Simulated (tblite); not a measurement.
# C5H12S2: the cost of one run

Programs: PySCF 2.14.0 with density-fitted response routines of our own, and tblite 0.8.0. All values are computed, except where a source is named. Atoms count from 0 throughout.

## 1. The starting structure

19 atoms, charge 0, multiplicity 1; geometry from: force field or distance geometry start.

Bonds of the start (Å): C0–H7 1.09, C0–H8 1.10, C0–H9 1.09, C0–S1 1.81, C3–C4 1.54, C3–H10 1.11, C3–H11 1.10, C4–C5 1.52, C4–C6 1.54, C4–H12 1.10, C5–H13 1.10, C5–H14 1.09, C5–H15 1.09, C6–H16 1.09, C6–H17 1.10, C6–H18 1.10, S1–S2 2.04, S2–C3 1.82.

## 2. GFN2-xTB relaxation, start minimum

The job: settings as JSON, then the geometry in Å.

```
{"job": {"xc": "GFN2-xTB", "basis": "xTB", "kind": "relax"}, "charge": 0, "multiplicity": 1}
C      3.520600     0.236600    -0.810400
S      2.659500    -1.222200    -1.457900
S      0.766400    -0.520900    -1.746300
C      0.011000    -0.701200    -0.102000
C     -1.450600    -0.229700    -0.046100
C     -2.089200    -0.633200     1.278200
C     -1.575200     1.290400    -0.241100
H      4.565600    -0.005500    -0.614900
H      3.066900     0.564300     0.132300
H      3.476200     1.050100    -1.536700
H      0.051400    -1.773400     0.167500
H      0.605200    -0.153600     0.637700
H     -2.022700    -0.722800    -0.841100
H     -1.559800    -0.169000     2.123000
H     -2.051700    -1.710100     1.417600
H     -3.138100    -0.326400     1.332800
H     -1.223700     1.609000    -1.220200
H     -2.623100     1.595700    -0.149400
H     -0.998600     1.831000     0.526100
```

On the command line:

```sh
OMP_NUM_THREADS=1 python ens_run.py task.json out
```

The driver reads the study from task.json and runs its stages one after another.

**Question.** How long does this first job take on 1 thread of Arm Neoverse N1, shared host?

About 3.6 s.
